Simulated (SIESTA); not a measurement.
**Hf2N under changes of volume**

One of the cells (15.559 Å³/atom); the others are scaled copies at fixed shape and fractional positions:

```xyz
6
Lattice="5.3483 0.0000 0.0000 0.0000 5.3483 0.0000 0.0000 0.0000 3.2636" Properties=species:S:1:pos:R:3 pbc="T T T"
Hf    1.0935    4.2548    1.6318
Hf    4.2548    1.0935    1.6318
Hf    3.7677    3.7677    0.0000
Hf    1.5806    1.5806    0.0000
N     2.6742    2.6742    1.6318
N     0.0000    0.0000    0.0000
```

The cell comes from a database or a generator and needn't be the stable form of this composition.

| Quantity | Value |
| --- | --- |
| Program | SIESTA 5.4.2 |
| Functional | PBEsol |
| Potentials or basis | PseudoDojo 0.4 standard (PBEsol files) |
| Basis | DZP (energy shift 0.003 Ry; two zetas on semicore shells) |
| Grid cutoff | 800 Ry |
| Energy shift | 0.003 Ry |
| k mesh | 5 × 5 × 8 |
| Occupations | fermi-dirac, width 0.05 eV |
| Spin | no spin polarisation |

| volume (Å³/atom) | energy over the lowest point (meV/atom) | pressure (GPa) | largest force (eV/Å) |
| --- | --- | --- | --- |
| 14.338 | 32.73 | 13.8 | 0.211 |
| 14.644 | ? | ? | ? |
| 14.949 | 0.00 | 3.8 | 0.126 |
| 15.559 | 2.03 | -4.5 | 0.054 |
| 15.864 | 13.95 | -7.9 | 0.019 |
| 16.169 | 32.24 | -11.1 | 0.008 |

Q: What does the run at 14.644 Å³/atom give?

A: Energy over the lowest point 11.58 meV/atom; pressure 8.5 GPa; largest force 0.162 eV/Å.

Worked out: A Birch-Murnaghan fit of order 3 (a polynomial in V^(-2/3)) to the other rows has its minimum at 15.21 Å³/atom with B0 = V·E''(V) = 207 GPa and B' = 4.1 at fixed shape and positions, which overstates the stiffness. It gives 11.53 meV/atom at 14.644 Å³/atom, against the run's 11.58, and -dE/dV = 8.5 GPa, against 8.5.

Energies are extrapolated to zero smearing.

Caveats: short orbitals over semicore shells can move pressures by several GPa; the basis of atomic orbitals isn't converged, which shifts pressures, moduli and gaps.
